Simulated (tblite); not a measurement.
# C4H11FSSi2: the cost of one run

Programs: tblite 0.8.0 and PySCF 2.14.0, with density-fitted response routines of our own. Each step states its level of theory. These are calculated values for one molecule in the gas phase, unless marked as measured. Atoms are numbered from 0 throughout.

### Step 1. Starting geometry

19 atoms, charge 0, multiplicity 1; geometry from: force field or distance geometry start.

Bonds of the start (Å): C0–C1 1.32, C1–Si2 1.83, Si2–C3 1.84, C3–S4 1.78, S4–C5 1.82, Si2–Si6 2.26, Si6–F7 1.69, C0–H8 1.10, C0–H9 1.09, C1–H10 1.09, Si2–H11 1.45, C3–H12 1.14, C3–H13 1.11, C5–H14 1.09, C5–H15 1.13, C5–H16 1.13, Si6–H17 1.47, Si6–H18 1.46.

### Step 2. Optimising the geometry with GFN2-xTB

The job: settings as JSON, then the geometry in Å.

```
{"job": {"kind": "relax", "xc": "GFN2-xTB", "basis": "xTB"}, "charge": 0, "multiplicity": 1}
C     -1.892900    -1.775700     0.083800
C     -0.794000    -1.183500    -0.354100
Si    -0.416000     0.547600     0.117500
C      1.167500     1.215800    -0.550600
S      2.245300     0.022700    -1.314000
C      2.893700    -1.177500    -0.114300
Si    -2.131300     1.789500    -0.662500
F     -2.605800     2.787000     0.614700
H     -2.122500    -2.822600    -0.185100
H     -2.643400    -1.287800     0.709300
H     -0.135900    -1.798400    -0.964700
H     -0.427700     0.695000     1.563800
H      1.686600     1.706900     0.332000
H      0.923500     2.017600    -1.282500
H      2.348200    -2.102600    -0.269100
H      3.982200    -1.413700    -0.300000
H      2.834600    -0.790600     0.944600
H     -1.689300     2.623900    -1.783200
H     -3.232800     0.955700    -1.130600
```

The run is started by

```console
$ OMP_NUM_THREADS=1 python probes_run.py task.json out
```

This one command runs all jobs of the session in turn.

Q: Estimate the wall time and peak memory of this first job on 1 thread of Arm Neoverse N1, shared host.

About 2.7 s, with a peak of 0.18 GiB.
